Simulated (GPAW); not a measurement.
Input of a GPAW 26.7.0 run:

File run.py:

```python
from ase import Atoms
from ase.eos import EquationOfState
from ase.io import Trajectory
from ase.units import GPa
from ase.parallel import parprint
from gpaw import GPAW, PW

atoms = Atoms(['H', 'Pb', 'N', 'O', 'O', 'O', 'O'],
              cell=[[4.19923, 0.11117, 0.16817],
                    [1.916, 3.89132, 0.12568],
                    [1.76085, 1.25259, 6.37266]],
              scaled_positions=[[0.89145, 0.68202, 0.62796],
                                [0.14426, 0.92872, 0.88352],
                                [0.2567, 0.28861, 0.30171],
                                [0.83108, 0.65056, 0.78405],
                                [0.38694, 0.2238, 0.11295],
                                [0.31104, 0.03576, 0.45856],
                                [0.07726, 0.60633, 0.32275]],
              pbc=True)

traj = Trajectory('eos.traj', 'w')
volumes, energies = [], []
for x in [0.94, 0.96, 0.98, 1.0, 1.02, 1.04, 1.06]:
    a = atoms.copy()
    a.set_cell(atoms.cell * x**(1 / 3), scale_atoms=True)
    calc = GPAW(mode=PW(800),
                xc='PBE',
                kpts={'size': (7, 7, 5), 'gamma': True},
                occupations={'name': 'fermi-dirac', 'width': 0.05},
                nbands=39,
                convergence={'density': 1e-05, 'energy': 1e-05},
                maxiter=150,
                txt=f'eos-{x:.2f}.txt')
    a.calc = calc
    energies.append(a.get_potential_energy(force_consistent=True))
    volumes.append(a.get_volume())
    p = -a.get_stress()[:3].mean() / GPa
    calc.write(f'eos-{x:.2f}.gpw')
    traj.write(a)
    parprint(f'{x:.2f} {volumes[-1]:10.4f} A^3 {energies[-1]:14.6f} eV {p:9.3f} GPa', flush=True)

v0, e0, B = EquationOfState(volumes, energies, eos='birchmurnaghan').fit()
parprint(f'V0 = {v0:.4f} A^3, E0 = {e0:.6f} eV, B0 = {B / GPa:.2f} GPa')
```

Potentials or basis: GPAW PAW data sets (gpaw-data 1.2.1), pw.

The run is started by

```console
$ OMP_NUM_THREADS=1 mpirun -n 8 gpaw python run.py
```

Task: Predict the pressure derivative of the bulk modulus.

Result: 4.2.

Task: Estimate the equilibrium volume.

Result: 14.48 Å³/atom.

Task: What does it give for the bulk modulus at fixed shape and positions?

Result: 95 GPa.

Energy against volume, from the lowest point:
```tsv
volume (Å³/atom)	energy (meV/atom)
13.615	17.02
13.905	7.27
14.195	1.74
14.484	0.00
14.774	1.69
15.064	6.48
15.353	14.04
```

Caveat: the cell was scaled at fixed shape and fractional positions, which overstates the stiffness of a crystal with free parameters, most of all of layers and chains. Spin-orbit coupling is left out, which matters for the levels of Pb.
